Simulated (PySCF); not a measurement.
# A diatomic session: NaSr−

Aim: find the lowest electronic state of NaSr−, scan its bond at several levels of theory, and get bond length, wavenumber and dissociation energy from each curve.

The runs use PySCF 2.14.0; Na def2-SVPD, Sr def2-SVPD with ECP28, scalar-relativistic core potentials.

4 further runs of the same task are left out: 4 set aside as unsound or not needed.

### 1 Set-up

Settings of the job:

| Item | Value |
| --- | --- |
| atoms | Na, Sr |
| charge | -1 |
| basis | Na def2-SVPD, Sr def2-SVPD with ECP28 |
| Hamiltonian | scalar-relativistic core potentials |
| basis functions | 44 |
| electrons treated | 22 |
| masses in u | 22.9898, 87.9056 |
| levels | PBE0, PBE, r²SCAN, r²SCANh, PW91, M06-2X, HSE06, MP2, SCS-MP2, CCSD, CCSD(T) |
| grid | 80 radial by 434 angular points |
| occupations | held fixed by the projection of orbital angular momentum |
| dissociation limit | Na− + Sr, each in its ground configuration |
| starting distance in angstrom | 3.385 |
| values of 2S to try | 0, 2 |

Launch:

```bash
OMP_NUM_THREADS=1 python dia.py task.json out
```

Further steps of the session: PBE0 along the bond; PBE; r²SCAN (meta-GGA); r²SCANh (hybrid meta-GGA); PW91 (GGA); M06-2X; HSE06 (range-separated hybrid); MP2 and coupled cluster.

**Question.** What will these runs give? Wanted: for each run, Re; ωe; De; μ.

The runs gave:

Lowest PBE0 solution found, without spin–orbit coupling: ¹Σ⁺ (singlet), closed shell.

| level | Re (Å) | ωe (cm⁻¹) | De (eV) | μ (D) |
| --- | --- | --- | --- | --- |
| RHF-MP2 | 4.236 | 67.5 | 0.53 | n/a |
| RHF-SCS-MP2 | 4.268 | 66.0 | 0.497 | n/a |
| RHF-CCSD | 4.245 | 67.0 | 0.488 | n/a |
| RHF-CCSD(T) | 4.199 | 70.0 | 0.54 | n/a |
| PBE | 4.132 | 77.4 | 0.65 | 5.56 |
| PW91 | 4.125 | 77.5 | 0.65 | 5.57 |
| r²SCAN | 4.170 | 78.3 | 0.65 | 5.30 |
| r²SCANh | 4.173 | 78.0 | 0.64 | 5.28 |
| PBE0 | 4.166 | 77.3 | 0.61 | 5.44 |
| HSE06 | 4.161 | 77.0 | 0.63 | 5.49 |
| M06-2X | 4.008 | 83.6 | 0.62 | 5.16 |

De is counted to Na− + Sr in their ground configurations. A positive dipole points from Na to Sr; in an ion it is taken about the centre of mass and does not tell which atom is negative.

Bond lengths run from 4.008 Å (M06-2X) to 4.268 Å (RHF-SCS-MP2). CCSD(T) can't serve as the judge here: for a weak bond in this basis it is far from its limit. Among the levels with a De in the table, it runs from 0.488 eV (RHF-CCSD) to 0.65 eV (PW91).

Correlated steps freeze 1 core orbital. With some functionals the highest level of the anion is positive, from self-interaction error or because the anion is truly unbound there; the finite basis then holds the extra electron, and no neutral molecule was run to test the binding. Spin–orbit coupling is left out.
